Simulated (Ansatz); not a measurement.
# MnCoGe (P6_3/mmc) in Ansatz: a series of runs

Runs on MnCoGe. Level: PBEsol. Tasks: single point.

Everything below comes from runs of Ansatz 0.2.0. Logs are shortened: lines on timing, memory, paths and dates and some standing lists are left out, and cuts for length are marked.

### 1 The crystal as given

It takes space group P6_3/mmc (No. 194, hexagonal). Conventional cell: a = 4.091 Å, b = 4.091 Å, c = 5.144 Å, α = 90.00°, β = 90.00°, γ = 120.00°. Around Ge (site symmetry -6m2) lie 5 Co at 2.36 to 2.57 Å and 6 Mn at 2.69 Å. Co (site symmetry -6m2) has 5 Ge at 2.36 to 2.57 Å and 6 Mn at 2.69 Å as nearest neighbours. Around Mn (site symmetry -3m) lie 2 Mn at 2.57 Å and 6 Ge at 2.69 Å and 6 Co at 2.69 Å.

The cell is a database's computed one.

### 2 Single point, PBEsol, collinear spin, ferromagnetic start

File input.yaml:

```yaml
crystal:
  lattice:
    - [4.0911399262, 0.0, 0.0]
    - [-2.0455699631, 3.5430311065, 0.0]
    - [0.0, 0.0, 5.143882]
  atoms:
    - { symbol: Ge, position: [0.3333333333, 0.6666666667, 0.25] }
    - { symbol: Ge, position: [0.6666666667, 0.3333333333, 0.75] }
    - { symbol: Co, position: [0.6666666667, 0.3333333333, 0.25], spin: 2.0 }
    - { symbol: Co, position: [0.3333333333, 0.6666666667, 0.75], spin: 2.0 }
    - { symbol: Mn, position: [0.0, 0.0, 0.5], spin: 4.0 }
    - { symbol: Mn, position: [0.0, 0.0, 0.0], spin: 4.0 }
hamiltonian:
  xc: pbesol
  pseudopotentials: { kind: nc, accuracy: standard }
magnetization:
  spin_polarized: true
kpoints:
  mp_grid: { grid: [8, 8, 5] }
scf:
  occupations: { method: fermi_dirac, width: 0.05 }
output:
  forces: true
  stress: true
  eigenvalues: true
```

Potentials or basis: PseudoDojo standard (PBEsol files).

On the command line:

```
> ansatz run input.yaml --threads 2 --pin off --max-ram 5632MiB --backend cpu --events-out ev --progress --plain --runs-dir out
```

Output:

```text
Warning: RAYON_NUM_THREADS=2 ignored (pool sized by the plan → 2); use --threads N
Engine: ansatz 0.2.0, aarch64-unknown-linux-gnu
Pseudopotentials: kind: nc
Pseudopotential: Ge, nc, valence charge 14, recommended cutoff 1061.244064 eV (normal), Ge.nc.azcp (PseudoDojo's, or run here from an input of PseudoDojo's; its table is named by hamiltonian.pseudopotentials.accuracy)
Pseudopotential: Co, nc, valence charge 17, recommended cutoff 1306.14654 eV (normal), Co.nc.azcp (PseudoDojo's, or run here from an input of PseudoDojo's; its table is named by hamiltonian.pseudopotentials.accuracy)
Pseudopotential: Mn, nc, valence charge 15, recommended cutoff 1306.14654 eV (normal), Mn.nc.azcp (PseudoDojo's, or run here from an input of PseudoDojo's; its table is named by hamiltonian.pseudopotentials.accuracy)
Functional definition: PBEsol
  exchange = pbesol_x
  correlation = pbesol_c
Crystal: 6 atoms, lattice volume = 74.561 Å³
Basis set: ecut = 1306.14654 eV, 7987 PW (Γ), exchange–correlation on 100×100×128 points (8 copies of the dense FFT grid, shifted against one another)
Bands: 63, of which v1, the nominal top of the filled ones, is band 46 counted from 1 (45 counted from 0)
Symmetry: 24 space group operations
Space group: P63/mmc (ITA 194), of the structure as read, at distance tolerance 4.2e-5 Å
Magnetic group: BNS 194.263 (UNI 1493), of the structure as read, at distance tolerance 4.2e-5 Å
k-points: 30 of 320
Non-local potential: Ge, projectors of the file, l = 0: 2, l = 1: 2, l = 2: 2
Non-local potential: Co, projectors of the file, l = 0: 2, l = 1: 2, l = 2: 2
Non-local potential: Mn, projectors of the file, l = 0: 2, l = 1: 2, l = 2: 2
Initial density: superposition of atomic densities (chi_scale 0.1, normalization cell)
Starting moments: Σ|m| = 12 μB on 4 of 6 sites
Initial wavefunctions: pseudopotential atomic-orbital guess
Functional: x = pbesol(κ = 0.804, μ = 0.12345679012345678), c = pbesol(β = 0.046)
SCF iter   1: F=—  HF=-19093.978536 eV  |F-HF|=—  |Δ(HF+E_count)|=         —  Δρ=1.44e-1 (↑1.02e-1 ↓1.44e-1)  dr2=1.26e1  dr2_m=8.26e0  M=7.773 μB ∫|m|=8.319 μB  β_m=0.30  ethr=3.10e-3  ⟨swp⟩=5.9  Hψ=13198  notcnv=0  defer=5
preconditioner: auto → Kerker (q_TF=auto, 2.826 Å⁻¹)  [metal: Δε(μ)=0.006 eV  Ē_g=15.402 eV  σ=0.050 eV  W_gap=0.03  n_scr=22 (ndim 8)  ℏωp=33.3 eV  f_vac=0.000  D(μ)=4.40/eV (n_scr^D=40)]
spin=Collinear: Kerker preconditioning applied to the charge; magnetization (m = ρ↑ − ρ↓) channel mixes plain (no charge-response kernel on spin).
SCF iter   2: F=—  HF=-19093.849433 eV  |F-HF|=—  |Δ(HF+E_count)|=   1.29e-1  Δρ=9.21e-2 (↑8.97e-2 ↓9.21e-2)  dr2=9.34e0  dr2_m=3.39e0  M=7.918 μB ∫|m|=8.434 μB  β_m=0.30  ethr=3.10e-3  ⟨swp⟩=2.8  Hψ=5548  notcnv=0  defer=402
spin-set hold released at iteration 2 (site moments show no strong build): the magnetisation degrees of freedom join the quasi-Newton model from the next iteration; the mixer history was kept
SCF iter   3: F=—  HF=-19093.581103 eV  |F-HF|=—  |Δ(HF+E_count)|=   2.68e-1  Δρ=6.28e-2 (↑6.11e-2 ↓6.28e-2)  dr2=1.31e0  dr2_m=2.38e0  M=7.440 μB ∫|m|=8.067 μB  β_m=0.08  ethr=3.10e-3  ⟨swp⟩=2.0  Hψ=4688  notcnv=0  defer=398
SCF iter   4: F=—  HF=-19093.604480 eV  |F-HF|=—  |Δ(HF+E_count)|=   2.34e-2  Δρ=4.74e-2 (↑4.74e-2 ↓4.21e-2)  dr2=5.48e-1  dr2_m=1.24e0  M=7.318 μB ∫|m|=7.959 μB  β_m=0.23  ethr=1.42e-3  ⟨swp⟩=1.5  Hψ=3919  notcnv=0  defer=399
SCF iter   5: F=—  HF=-19093.627173 eV  |F-HF|=—  |Δ(HF+E_count)|=   2.27e-2  Δρ=1.65e-2 (↑1.65e-2 ↓1.52e-2)  dr2=1.14e-1  dr2_m=1.50e-1  M=6.826 μB ∫|m|=7.516 μB  β_m=0.52  ethr=5.95e-4  ⟨swp⟩=2.0  Hψ=5579  notcnv=0  defer=402
SCF iter   6: F=—  HF=-19093.626816 eV  |F-HF|=—  |Δ(HF+E_count)|=   3.57e-4  Δρ=7.59e-3 (↑5.89e-3 ↓7.59e-3)  dr2=2.34e-2  dr2_m=2.53e-2  M=6.455 μB ∫|m|=7.138 μB  β_m=0.76  ethr=1.24e-4  ⟨swp⟩=2.6  Hψ=6380  notcnv=0  defer=403
SCF iter   7: F=—  HF=-19093.634183 eV  |F-HF|=—  |Δ(HF+E_count)|=   7.37e-3  Δρ=2.91e-3 (↑1.30e-3 ↓2.91e-3)  dr2=3.60e-3  dr2_m=2.40e-3  M=6.318 μB ∫|m|=6.949 μB  β_m=0.88  ethr=2.55e-5  ⟨swp⟩=2.1  Hψ=5277  notcnv=0  defer=403
SCF iter   8: F=—  HF=-19093.634508 eV  |F-HF|=—  |Δ(HF+E_count)|=   3.25e-4  Δρ=1.36e-3 (↑5.44e-4 ↓1.36e-3)  dr2=8.91e-4  dr2_m=5.07e-4  M=6.299 μB ∫|m|=6.918 μB  β_m=0.94  ethr=3.92e-6  ⟨swp⟩=1.9  Hψ=4343  notcnv=0  defer=403
SCF iter   9: F=—  HF=-19093.634597 eV  |F-HF|=—  |Δ(HF+E_count)|=   8.92e-5  Δρ=2.25e-4 (↑2.25e-4 ↓2.10e-4)  dr2=1.15e-5  dr2_m=2.56e-5  M=6.284 μB ∫|m|=6.897 μB  β_m=0.97  ethr=9.69e-7  ⟨swp⟩=2.1  Hψ=5103  notcnv=0  defer=403
SCF iter  10: F=—  HF=-19093.634750 eV  |F-HF|=—  |Δ(HF+E_count)|=   1.53e-4  Δρ=1.25e-4 (↑1.06e-4 ↓1.25e-4)  dr2=2.76e-5  dr2_m=1.98e-6  M=6.280 μB ∫|m|=6.893 μB  β_m=0.94  ethr=1.24e-8  ⟨swp⟩=2.1  Hψ=6339  notcnv=0  defer=403
SCF iter  11: F=—  HF=-19093.634748 eV  |F-HF|=—  |Δ(HF+E_count)|=   1.46e-6  Δρ=3.07e-5 (↑2.55e-5 ↓3.07e-5)  dr2=6.62e-7  dr2_m=3.92e-7  M=6.282 μB ∫|m|=6.895 μB  β_m=0.97  ethr=1.24e-8  ⟨swp⟩=1.6  Hψ=3724  notcnv=0  defer=403
SCF iter  12: F=-19093.634749 eV  HF=-19093.634749 eV  |F-HF|=1.10e-8  |Δ(HF+E_count)|=   1.04e-7  Δρ=7.98e-6 (↑7.98e-6 ↓5.43e-6)  dr2=2.34e-8  dr2_m=2.38e-8  M=6.282 μB ∫|m|=6.895 μB  ethr=1.09e-10  ⟨swp⟩=10.2  Hψ=19931  notcnv=0
SCF 1 converged in 12 iterations: F = -19093.634749 eV  dr2 = 2.34e-8
SCF converged after 12 iterations
Magnetization: 6.2821 μB (49.1411 up, 42.8589 down)
Absolute magnetization: 6.8952 μB (∫|ρ↑−ρ↓|)
Spin contamination: 0.2951 ħ² per cell (⟨S²⟩ above its minimum at these occupations)
Per-site moments (μB) at R_I (Å): [(-0.06235894885513919, 0.9743335542910742), (-0.062358948855138624, 0.9743335542910742), (0.43540307259606903, 0.9743335542910742), (0.4354030725960685, 0.9743335542910742), (2.7346514318486497, 1.0609256624999999), (2.734651431848646, 1.0609256624999999)]
Free energy (F): -19093.634749 eV
Harris-Foulkes:  -19093.634749 eV  (|F-HF|=1.10e-8)
Internal energy: -19093.597824 eV  (E = F + TS)
E sigma→0 (E₀):  -19093.616286 eV
Entropy (-TS):   -0.036925 eV (-6.154 meV/atom)
Fermi energy:    17.878530 eV
--- Per-component energies (eV) ---
  E_band       = -931.674732
  E_kinetic    = 9975.275276
  E_local      = -13304.151784  (includes V_loc(G=0)·N_el)
  E_nonlocal   = -4008.588631
  E_hartree    = 4609.425805
  E_xc         = -3682.357228
  E_vxc        = -2813.052084  (∫ρ·V_xc dr)
  E_ewald      = -12683.201262
  E_smearing   = -0.036925  (= −TS)
  E_closure    = 0.000000  (closes the sum)
  Σ components = -19093.634749   (vs F -19093.634749, Δ=0.00e0)
--- Forces (eV/Å), atoms counted from 1 ---
  atom   1  Ge     0.00000000     0.00000000     0.00000000
  atom   2  Ge     0.00000000    -0.00000000     0.00000000
  atom   3  Co     0.00000000    -0.00000000     0.00000000
  atom   4  Co     0.00000000     0.00000000     0.00000000
  atom   5  Mn     0.00000000    -0.00000000     0.00000000
  atom   6  Mn     0.00000000    -0.00000000    -0.00000000
  max |Σ_I F_I| component: 1.85e-16 eV/Å
--- Stress (GPa, compression-positive) ---
       -8.967337       0.000000       0.000000
        0.000000      -8.967337       0.000000
        0.000000       0.000000      -8.356525
  P = ⅓ Tr σ = -8.7637 GPa (-87.637 kbar)
--- Band table (eV; the first three rows and the last of 60) ---
  k-point 0 ↑: bands = ["-76.7447", "-76.7443", "-62.2838", "-62.2512", "-40.2193", "-40.2193", "-40.2177", "-40.2177", "-40.1589", "-40.1539", "-31.3350", "-31.3350", "-31.3060", "-31.3060", "-31.1991", "-30.9222", "-6.6990", "-6.6929", "-6.6806", "-6.6806", "-6.6537", "-6.6537", "-6.6536", "-6.6536", "-6.6521", "-6.6521", "5.5441", "9.2748", "11.9651", "12.9321", "12.9321", "14.2363", "14.5868", "14.5868", "14.5892", "14.5892", "14.6960", "14.6960", "16.5396", "16.5744", "16.5744", "16.6482", "16.6482", "16.8816", "16.8816", "17.2516", "17.6928", "17.6928", "18.6312", "19.9965", "20.8018", "20.9686", "20.9686", "20.9774", "20.9774", "22.3094", "22.3094", "22.4654", "26.6194", "26.6194", "27.3030", "27.9692", "27.9692"]
  k-point 1 ↑: bands = ["-76.7447", "-76.7444", "-62.2807", "-62.2543", "-40.2192", "-40.2192", "-40.2179", "-40.2179", "-40.1585", "-40.1544", "-31.3322", "-31.3322", "-31.3088", "-31.3088", "-31.1729", "-30.9489", "-6.6974", "-6.6925", "-6.6789", "-6.6789", "-6.6599", "-6.6599", "-6.6514", "-6.6514", "-6.6498", "-6.6498", "5.7665", "8.5868", "12.5601", "13.0153", "13.0153", "14.1197", "14.1197", "14.3421", "14.7444", "14.7444", "14.9015", "14.9015", "16.3563", "16.6412", "16.6412", "16.6623", "16.6623", "16.9053", "16.9053", "17.1966", "17.5916", "17.5916", "18.7723", "20.1022", "20.2764", "21.0283", "21.0283", "21.1953", "21.1953", "22.1798", "22.1798", "23.3422", "25.1686", "25.1686", "26.6155", "27.3804", "29.2801"]
  k-point 2 ↑: bands = ["-76.7446", "-76.7445", "-62.2726", "-62.2625", "-40.2188", "-40.2188", "-40.2183", "-40.2183", "-40.1573", "-40.1557", "-31.3250", "-31.3250", "-31.3160", "-31.3160", "-31.1042", "-31.0187", "-6.6942", "-6.6923", "-6.6740", "-6.6740", "-6.6672", "-6.6672", "-6.6497", "-6.6497", "-6.6487", "-6.6487", "6.4145", "7.4180", "13.2595", "13.2595", "13.5440", "13.6439", "13.6439", "14.2838", "14.8648", "14.8648", "14.9669", "14.9669", "16.2046", "16.6887", "16.7029", "16.7029", "16.7211", "16.7211", "17.0531", "17.0531", "17.3373", "17.3373", "19.1372", "19.4668", "21.2037", "21.2037", "21.4145", "21.4145", "21.5736", "22.3925", "22.3925", "23.5509", "23.5509", "23.6445", "25.2384", "25.7045", "30.9916"]
  k-point 29 ↓: bands = ["-76.2923", "-76.2923", "-59.5264", "-59.5155", "-39.7442", "-39.7441", "-39.7440", "-39.7433", "-39.6808", "-39.6805", "-28.4219", "-28.3336", "-28.3328", "-28.3279", "-28.3230", "-28.3225", "-6.7141", "-6.7138", "-6.6955", "-6.6869", "-6.6856", "-6.6845", "-6.6786", "-6.6767", "-6.6747", "-6.6739", "8.4072", "8.5740", "11.8065", "12.0576", "12.9240", "13.7122", "15.0109", "15.0800", "16.0354", "16.1171", "16.3968", "16.4220", "16.7866", "16.7908", "16.8950", "16.9462", "18.1721", "18.1985", "18.3856", "18.6469", "18.6613", "19.0623", "19.3246", "19.3694", "19.8892", "20.0020", "22.6731", "23.4195", "24.4655", "25.3868", "25.6834", "26.1887", "27.0351", "27.4333", "27.8862", "28.6231", "28.8359"]
```

Run time: 39 s. Hardware: 2 threads of Arm Neoverse V2, shared host; peak memory 1.2 GiB.

Results:

```
Free energy            : -19093.6347 eV
Pressure               : -8.8 GPa
Band gap on the k mesh : none (metal or under the smearing width)
Net moment             : 6.28 μB per cell
Absolute moment        : 6.90 μB per cell
Site moments           : Ge -0.06; Co +0.44; Mn +2.73 μB
```

### 3 Single point, PBEsol, collinear spin, ferromagnetic start

input.yaml: that of step 2 with these lines changed.

```diff
@@ -14,3 +14,3 @@
   xc: pbesol
-  pseudopotentials: { kind: nc, accuracy: standard }
+  pseudopotentials: { kind: nc, accuracy: stringent }
 magnetization:
```

Potentials or basis: PseudoDojo stringent (PBEsol files).

On the command line:

```
> ansatz run input.yaml --threads 2 --pin off --max-ram 5632MiB --backend cpu --events-out ev --progress --plain --runs-dir out
```

It took 77 s on 2 threads of Arm Neoverse V2, shared host; peak memory 1.8 GiB.

The run converged. Its results:

* Free energy: -29540.0207 eV
* Pressure: -9.8 GPa
* Band gap on the k mesh: none (metal or under the smearing width)
* Net moment: 6.03 μB per cell
* Absolute moment: 6.59 μB per cell
* Site moments: Ge -0.06; Co +0.43; Mn +2.60 μB

Levels at points of the mesh, in eV from the Fermi level:
Spin up:
```csv
k point,band 53,band 54,band 55,band 56,band 57,band 58,band 59,band 60,band 61,band 62
"(0.00, 0.00, 0.00)",-0.95,-0.62,-0.11,-0.11,0.89,2.13,2.94,3.12,3.12,3.14
"(0.00, -0.50, 0.00)",-1.04,-1.02,-1.02,-1.01,-0.45,-0.14,0.09,0.99,2.24,3.67
```
Spin down:
| k point | band 47 | band 48 | band 49 | band 50 | band 51 | band 52 | band 53 | band 54 | band 55 | band 56 |
| --- | --- | --- | --- | --- | --- | --- | --- | --- | --- | --- |
| (0.00, 0.00, 0.00) | -0.97 | -0.97 | -0.31 | -0.14 | 0.64 | 0.64 | 1.37 | 1.37 | 1.81 | 1.81 |
| (0.00, -0.50, 0.00) | -1.22 | -1.16 | -0.95 | -0.56 | -0.53 | -0.40 | -0.16 | 0.71 | 0.93 | 1.15 |

### 4 Single point, PBEsol, collinear spin, ferromagnetic start

input.yaml: that of step 3 with these lines changed.

```diff
@@ -14,3 +14,3 @@
   xc: pbesol
-  pseudopotentials: { kind: nc, accuracy: stringent }
+  pseudopotentials: { kind: paw, source: ansatz }
 magnetization:
```

Potentials or basis: Ansatz PAW earlier set.

On the command line:

```
> ansatz run input.yaml --threads 2 --pin off --max-ram 5632MiB --backend cpu --events-out ev --progress --plain --runs-dir out
```

Output:

```text
Warning: RAYON_NUM_THREADS=2 ignored (pool sized by the plan → 2); use --threads N
[... 1 set-up line as earlier in the session ...]
Pseudopotentials: kind: paw
[... 87 lines left out ...]
  P = ⅓ Tr σ = -9.5871 GPa (-95.871 kbar)
--- Band table (eV; the first three rows and the last of 60) ---
  k-point 0 ↑: bands = ["-76.2251", "-76.2247", "-61.7799", "-61.7476", "-39.6980", "-39.6980", "-39.6964", "-39.6964", "-39.6360", "-39.6310", "-30.7520", "-30.7520", "-30.7231", "-30.7231", "-30.6022", "-30.3254", "-6.1398", "-6.1336", "-6.1165", "-6.1165", "-6.0893", "-6.0893", "-6.0747", "-6.0747", "-6.0731", "-6.0731", "6.0758", "9.8148", "12.5025", "13.4927", "13.4927", "14.8342", "15.1167", "15.1167", "15.1540", "15.1540", "15.2894", "15.2894", "17.0882", "17.0893", "17.0893", "17.2499", "17.2499", "17.4461", "17.4461", "17.7789", "18.2705", "18.2705", "19.2536", "20.5282", "21.3320", "21.5125", "21.5125", "21.5318", "21.5318", "22.8335", "22.8335", "23.0148", "27.1382", "27.1382", "27.8225", "28.5155", "28.5155"]
  k-point 1 ↑: bands = ["-76.2251", "-76.2248", "-61.7768", "-61.7507", "-39.6979", "-39.6979", "-39.6966", "-39.6966", "-39.6356", "-39.6315", "-30.7492", "-30.7492", "-30.7258", "-30.7258", "-30.5761", "-30.3521", "-6.1381", "-6.1332", "-6.1144", "-6.1144", "-6.0931", "-6.0931", "-6.0733", "-6.0733", "-6.0727", "-6.0727", "6.2985", "9.1243", "13.1000", "13.5746", "13.5746", "14.6669", "14.6669", "14.9338", "15.3349", "15.3349", "15.4568", "15.4568", "16.9105", "17.1684", "17.1684", "17.2579", "17.2579", "17.4640", "17.4640", "17.7605", "18.1614", "18.1614", "19.3482", "20.6379", "20.8159", "21.5895", "21.5895", "21.7328", "21.7328", "22.7093", "22.7093", "23.8871", "25.7012", "25.7012", "27.1329", "27.8881", "29.8080"]
  k-point 2 ↑: bands = ["-76.2250", "-76.2249", "-61.7687", "-61.7588", "-39.6975", "-39.6975", "-39.6970", "-39.6970", "-39.6344", "-39.6328", "-30.7420", "-30.7420", "-30.7331", "-30.7331", "-30.5074", "-30.4218", "-6.1349", "-6.1330", "-6.1087", "-6.1087", "-6.1009", "-6.1009", "-6.0718", "-6.0718", "-6.0718", "-6.0718", "6.9475", "7.9527", "13.8152", "13.8152", "14.0889", "14.1951", "14.1951", "14.8478", "15.4472", "15.4472", "15.5364", "15.5364", "16.7859", "17.2837", "17.2837", "17.2838", "17.2846", "17.2846", "17.5949", "17.5949", "17.8895", "17.8895", "19.6763", "20.0042", "21.7589", "21.7589", "21.9598", "21.9598", "22.1124", "22.9289", "22.9289", "24.0877", "24.0877", "24.1892", "25.7451", "26.2214", "31.5125"]
  k-point 29 ↓: bands = ["-75.6792", "-75.6792", "-58.8894", "-58.8783", "-39.1666", "-39.1665", "-39.1665", "-39.1658", "-39.1082", "-39.1079", "-27.9139", "-27.8196", "-27.8096", "-27.8088", "-27.7990", "-27.7985", "-6.1488", "-6.1484", "-6.1259", "-6.1176", "-6.1161", "-6.1143", "-6.0943", "-6.0919", "-6.0904", "-6.0894", "8.9495", "9.1162", "12.3432", "12.5920", "13.4695", "14.2547", "15.5354", "15.6036", "16.5559", "16.6379", "16.9116", "16.9376", "17.2899", "17.2935", "17.4125", "17.4529", "18.6356", "18.6899", "18.8696", "19.1205", "19.1389", "19.5080", "19.7844", "19.8318", "20.3563", "20.4715", "23.1967", "23.9432", "25.0033", "25.9107", "26.2195", "26.7305", "27.5549", "27.9709", "28.4104", "29.1477", "29.3589"]
```

Wall time 49 s (2 threads of Arm Neoverse V2, shared host); peak memory 1 GiB.

Results:

| Item | Value |
| --- | --- |
| Free energy | -26439.8704 eV |
| Pressure | -9.6 GPa |
| Band gap on the k mesh | none (metal or under the smearing width) |
| Net moment | 6.11 μB per cell |
| Absolute moment | 6.69 μB per cell |
| Site moments | Ge -0.06; Co +0.44; Mn +2.64 μB |

Levels at points of the mesh, in eV from the Fermi level:
Spin up:
```csv
k point,band 47,band 48,band 49,band 50,band 51,band 52
"(0.00, 0.00, 0.00)",-0.13,-0.13,0.85,2.13,2.93,3.11
"(0.00, -0.50, 0.00)",-1.03,-1.03,-0.46,-0.16,0.06,0.99
```
Spin down:
| k point | band 41 | band 42 | band 43 | band 44 | band 45 | band 46 |
| --- | --- | --- | --- | --- | --- | --- |
| (0.00, 0.00, 0.00) | -0.29 | -0.13 | 0.67 | 0.67 | 1.40 | 1.40 |
| (0.00, -0.50, 0.00) | -0.93 | -0.54 | -0.53 | -0.38 | -0.17 | 0.74 |

Caveat: the PAW data sets come from PBE, with cores solved anew for the run's functional, which leaves a small shift of forces and pressure.

### 5 The runs side by side

| potentials or basis | cutoff (eV) | gap on the mesh (eV) | pressure (GPa) | moment (μB) |
| --- | --- | --- | --- | --- |
| PseudoDojo standard (PBEsol files) | 1306 | none | -8.8 | 6.28 |
| PseudoDojo stringent (PBEsol files) | 1769 | none | -9.8 | 6.03 |
| Ansatz PAW earlier set | 900 | none | -9.6 | 6.11 |

Alike in all rows: task single point; level PBEsol; spin collinear, ferromagnetic start; cell as given; k mesh 8 × 8 × 5; smearing fermi-dirac 0.05 eV.

Caveats: the PAW data sets come from PBE, with cores solved anew for the run's functional, which leaves a small shift of forces and pressure (some runs).

Total energies depend on the potentials used, so only differences within one code and one set of settings carry meaning.
